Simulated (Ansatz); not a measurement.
# CH4B2O: functionals against CCSD(T) at one geometry

An exercise on one series of results from a longer session: the logs are not shown, and one member is left open.

Computed with Ansatz 0.2.0, Gaussian basis. Level: single points in def2-TZVPP.

Cores are frozen in the correlated methods.

## Where the work starts

SMILES `B=C(B)O`, 8 atoms, charge 0, spin multiplicity 1.

Atoms are counted from 1 here; the program's logs count them from 0.

Bond lengths: B1–C2 1.438 Å, B1–H5 1.150 Å, C2–B3 1.725 Å, C2–O4 1.384 Å, B3–H6 1.270 Å, B3–H7 1.001 Å, O4–H8 0.995 Å. Angles: C2–B1–H5 173.5°, B1–C2–B3 87.0°, B1–C2–O4 142.9°, B3–C2–O4 129.7°, C2–B3–H6 112.5°, C2–B3–H7 124.3°, H6–B3–H7 123.1°, C2–O4–H8 111.9°.

As a file:

```
B    -0.47400    1.19610   -0.50130
C    -0.56620   -0.21900   -0.26080
B     0.87880   -0.06230    0.66740
O    -1.26450   -1.35760   -0.62450
H    -0.28620    2.32300   -0.63020
H     1.28590    1.13880    0.73310
H     1.38330   -0.83230    1.06110
H    -0.75890   -2.18700   -0.41000
```

Set-up of the first run:

Contents of run/in.yaml:

```yaml
crystal:
  periodic: [false, false, false]
  atoms:
    - {symbol: B, position_ang: [-0.474000, 1.196100, -0.501300]}
    - {symbol: C, position_ang: [-0.566200, -0.219000, -0.260800]}
    - {symbol: B, position_ang: [0.878800, -0.062300, 0.667400]}
    - {symbol: O, position_ang: [-1.264500, -1.357600, -0.624500]}
    - {symbol: H, position_ang: [-0.286200, 2.323000, -0.630200]}
    - {symbol: H, position_ang: [1.285900, 1.138800, 0.733100]}
    - {symbol: H, position_ang: [1.383300, -0.832300, 1.061100]}
    - {symbol: H, position_ang: [-0.758900, -2.187000, -0.410000]}
basis:
  gaussian: {orbitals: def2-TZVPP}
correlation: {method: ccsd_t}
output: {forces: true}
```

The command line of these runs was not kept.

Steps of the session up to this table: CCSD(T)/def2-TZVPP; PBE0-D4/def2-TZVPP; wB97M-V/def2-TZVPP; r2SCAN-D4/def2-TZVPP; PBE-D4/def2-TZVPP; SPW92/def2-TZVPP; BLYP-D4/def2-TZVPP.

One table of the session follows, with a row left open; its other results are not shown here.

```
   method  RMS force component (eV/Å)  angle to CCSD(T) forces (°)  dipole (D)
  CCSD(T)                       2.899                    reference        0.94
  PBE0-D4                       2.980                          3.5        0.95
  wB97M-V                       2.926                          3.2        0.97
r2SCAN-D4                           ?                            ?           ?
   PBE-D4                       2.923                          4.0        0.93
    SPW92                       3.036                          7.6        0.96
  BLYP-D4                       2.810                          3.2        0.91
```

**Question.** Estimate the row for r2SCAN-D4.

As computed: RMS force component (eV/Å): 2.933; angle to CCSD(T) forces (°): 2.4; dipole (D): 0.97. In the column «RMS force component (eV/Å)» it lies between wB97M-V (2.926) and PBE0-D4 (2.980).
